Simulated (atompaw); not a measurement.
# Pseudopotential generation for In: PAW (atompaw), PBE

Do these settings give a usable potential? It is generated, then checked for scattering, ghosts and hardness.

Program: atompaw 4.2.0.5. Reference atom: PBE, scalar-relativistic, spherical and spin-unpolarised. All values are calculated.

### 1 The atom and the settings

The settings as typed:

* element: indium (In, Z = 49)
* type: PAW
* frozen core: [Kr] 4d10
* valence charge: 3
* reference configuration: 5s1.5 5p1.5
* partial waves: 5s (bound): rc 1.75 bohr; 5s channel at -0.15 Ry: rc 1.75 bohr; 5p (bound): rc 2.45 bohr; 5p channel at 0.2 Ry: rc 2.45 bohr
* local potential: troulliermartins scheme with l = 2 at 0 Ry, radius 1.90 bohr
* core correction: smooth core density matched at 1.70 bohr
* augmentation charge: besselshape compensation charge, radius 2.00 bohr; PAW radius 2.45 bohr; waves and projectors: custom rrkj vanderbiltortho

The nodes and maxima of the atom's own shells, from an earlier all-electron run, set the scale for the radii.

All-electron outer shells of the reference configuration (PBE, scalar-relativistic, ld1.x):

```tsv
shell	level (eV)	outermost node (bohr)	outermost maximum (bohr)
4p	-78.99	0.42	0.82
4d	-19.45	0.40	0.94
5s	-8.73	1.02	2.13
5p	-2.88	1.14	2.81
```

### 2 Generating the potential

In.input reads:

```
In 49
GGA-PBE scalarrelativistic loggrid 1500 logderivrange -3 5 201
5 5 4 0 0 0
5 0 1.5
5 1 1.5
0 0 0
c
c
c
c
v
c
c
c
v
c
c
1
2.45 2.00 1.90 1.70
y
-0.15
n
y
0.2
n
custom rrkj vanderbiltortho besselshape
2 0 troulliermartins
1.75
1.75
2.45
2.45
PWSCFOUT
UPFDX 0.0125d0 UPFXMIN -7.d0 UPFZMESH 49.d0
END
```

Command:

```
$ atompaw < In.input > In.log
```

**Question.** What will these runs give? Wanted: cutoffs for 10 and 1 mRy, occupied levels; bound ghosts; largest phase difference near zero energy, channels read; lowest eigenvalue of the overlap; share of valence orbitals outside the PAW sphere; UPF file.

**Answer**, as computed:

| quantity | value |
| --- | --- |
| cutoffs for 10 and 1 mRy, occupied levels | 12 Ry and 25 Ry |
| bound ghosts | s at -1067.60 eV, p at -578.39 eV |
| largest phase difference near zero energy, channels read | 0.010 rad |
| lowest eigenvalue of the overlap (Bessel basis) | 0.497 (p) |
| share of valence orbitals outside the PAW sphere | 5s 50 %, 5p 78 % |
| UPF file | written |

**Reading.** A bound ghost (s, p) makes it unfit for use: electrons can fall into a state that the atom doesn't have. The potential is soft on the atom at that tolerance: the looser tolerance needs 12 Ry. The slowest occupied level is 5s: taken alone it needs 21 Ry to come within 1 mRy, against 6 Ry or less for 5p. Near zero energy the phases of the channels with partial waves agree within 0.010 rad. The pseudo curves have a pole with no partner nearby in the atom's: p at 0.94 Ry. At positive energy that is a spurious or a displaced resonance.
